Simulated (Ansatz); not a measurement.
**GaLi (singlet): from Hartree-Fock to the top rungs at distance Ga1–Li2 = 2.876 Å, aug-cc-pVTZ**

Aim: climb from Hartree-Fock through coupled cluster for GaLi (singlet) at one geometry and basis, and see what each rung misses.

Program: Ansatz 0.2.0, Gaussian basis. Level of theory: aug-cc-pVTZ, core rule «outside noble gas», up to 15 orbitals frozen. These are calculated values, not measurements.

The runs, in order: UHF; CCSD(T) on RHF; CCSD(T) on UHF; BCCD(T) on RHF; CCSDT(Q) on RHF; CCSDT(Q) on UHF; Full CI.

42 further runs of the same task are left out: 18 for a known fault of the program, 2 for a mislabelled method, 15 that didn't finish, 7 set aside as unsound or not needed.

### 1 What is computed

The geometry derives from a PBE0/def2-TZVP stationary point (not a proven minimum). One bond is set to the value named and the two fragments are kept rigid. No spin-orbit coupling is included. The filled d shell of Ga may be among the frozen orbitals whatever the setting's name suggests; the logs give the count.

2 atoms, charge 0, spin multiplicity 1.

Atoms are counted from 1 here; the program's logs count them from 0.

No contacts short enough for the rule that draws bonds.

Coordinates:

```
Ga    0.0000    0.0000    0.0000
Li    0.0000    0.0000    2.8760
```

### 2 UHF

The input, in.yaml:

```yaml
crystal:
  periodic: [false, false, false]
  atoms:
    - {symbol: Ga, position_ang: [0.000000, 0.000000, 0.000000]}
    - {symbol: Li, position_ang: [0.000000, 0.000000, 2.876000]}
basis:
  gaussian: {orbitals: aug-cc-pVTZ}
magnetization: {spin_polarized: true, initial_magnetization: 0}
hamiltonian: {xc: hf}
output: {orbitals: {seedname: orbitals}}
```

On the command line:

```bash
> ansatz run in.yaml --threads 1 --pin off --events-out ev --progress --plain --max-ram 2393MiB
```

Further steps of the session: CCSD(T) on RHF; CCSD(T) on UHF; BCCD(T) on RHF; CCSDT(Q) on RHF; CCSDT(Q) on UHF; Full CI.

Q: Predict the results of all the runs planned. Wanted: FCI below the RHF energy; RMP2 from FCI; UMP2 from FCI; RCCSD from FCI; RCCSD(T) from FCI; UCCSD(T) from FCI; RCCSDT(Q) from FCI; UCCSDT(Q) from FCI; T1 diagnostic.

**Answer**, as computed:

| quantity | value |
| --- | --- |
| FCI below the RHF energy | -2.2367 eV |
| RMP2 from FCI | +60.8 kJ/mol |
| UMP2 from FCI | +69.9 kJ/mol |
| RCCSD from FCI | +9.2 kJ/mol |
| RCCSD(T) from FCI | +2.3 kJ/mol |
| UCCSD(T) from FCI | +3.4 kJ/mol |
| RCCSDT(Q) from FCI | +0.2 kJ/mol |
| UCCSDT(Q) from FCI | +0.6 kJ/mol |
| levels within 1 kcal/mol (43 meV) | RCCSD(T), UCCSD(T), BCCD(T), RCCSDT, UCCSDT, RCCSDT(Q), UCCSDT(Q) |
| T1 diagnostic | 0.017 |
| effectively unpaired electrons | 0.24 |

What this shows: RCCSD(T) lands +2.3 kJ/mol from the yardstick (1.1 % of the correlation energy). The occupations show some static correlation. These misses are within one basis, not against nature.
